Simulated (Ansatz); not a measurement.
# ClGeH₅O₂Si: how energies converge with the basis set

The task here is to estimate one member of a computed series from the others.

The runs use Ansatz 0.2.0, Gaussian basis; one geometry, several basis sets.

Plan: PBE0-D4/def2-SVP; ωB97M-V/def2-SVP; PBE0-D4/def2-QZVPP; ωB97M-V/def2-QZVPP; the functionals' def2-TZVPP values are taken from earlier runs.

## The relaxed structure

An earlier PBE0-D4 in a triple-zeta def2 set relaxation fixed the geometry.

SMILES `[OH][Ge]([OH])([SiH3])[Cl]`, 10 atoms, charge 0, spin multiplicity 1.

Atoms are counted from 1 here; the program's logs count them from 0.

Bond lengths: O1–Ge2 1.761 Å, O1–H6 0.962 Å, Ge2–O3 1.772 Å, Ge2–Si4 2.379 Å, Ge2–Cl5 2.173 Å, O3–H7 0.961 Å, Si4–H8 1.482 Å, Si4–H9 1.483 Å, Si4–H10 1.483 Å. Angles: Ge2–O1–H6 112.3°, O1–Ge2–O3 106.5°, O1–Ge2–Si4 109.1°, O1–Ge2–Cl5 109.8°, O3–Ge2–Si4 116.1°, O3–Ge2–Cl5 104.6°, Si4–Ge2–Cl5 110.4°, Ge2–O3–H7 112.0°, Ge2–Si4–H8 108.2°, Ge2–Si4–H9 108.8°, Ge2–Si4–H10 107.5°, H8–Si4–H9 111.0°, H8–Si4–H10 110.6°, H9–Si4–H10 110.7°.

The first run:

Contents of in.yaml:

```yaml
crystal:
  periodic: [false, false, false]
  atoms:
    - {symbol: O, position_ang: [-1.332106, 1.554241, 0.080372]}
    - {symbol: Ge, position_ang: [0.003162, 0.495441, -0.364684]}
    - {symbol: O, position_ang: [1.491719, 1.404559, -0.053870]}
    - {symbol: Si, position_ang: [-0.222218, -1.571736, 0.791264]}
    - {symbol: Cl, position_ang: [-0.000643, 0.167202, -2.512318]}
    - {symbol: H, position_ang: [-1.174680, 2.468237, -0.174881]}
    - {symbol: H, position_ang: [2.102036, 1.360392, -0.794896]}
    - {symbol: H, position_ang: [-1.528494, -2.167953, 0.424048]}
    - {symbol: H, position_ang: [-0.148460, -1.313283, 2.249457]}
    - {symbol: H, position_ang: [0.892784, -2.448299, 0.358406]}
basis:
  gaussian: {orbitals: def2-SVP}
hamiltonian: {xc: pbe0, dispersion: d4}
output: {orbitals: {seedname: orbitals}}
```

Started as:

```console
> ansatz run in.yaml --threads 4 --pin off --events-out ev --progress --plain --max-ram 10444MiB
```

Among the steps run: PBE0-D4 in def2-SVP; ωB97M-V in def2-SVP; PBE0-D4 in def2-QZVPP; ωB97M-V in def2-QZVPP.

One table of the session follows, with a row left open; its other results are not shown here.

```
functional       basis  HOMO (eV)  LUMO (eV)
   PBE0-D4    def2-SVP          ?          ?
   PBE0-D4  def2-TZVPP      -8.47      -0.42
   PBE0-D4  def2-QZVPP      -8.51      -0.55
   ωB97M-V    def2-SVP     -10.40       1.89
   ωB97M-V  def2-TZVPP     -10.57       1.39
   ωB97M-V  def2-QZVPP     -10.63       1.08
```

**Question.** Estimate the row for PBE0-D4, def2-SVP.

As computed: HOMO (eV): -8.33; LUMO (eV): -0.10. In the column «HOMO (eV)» it is the highest.
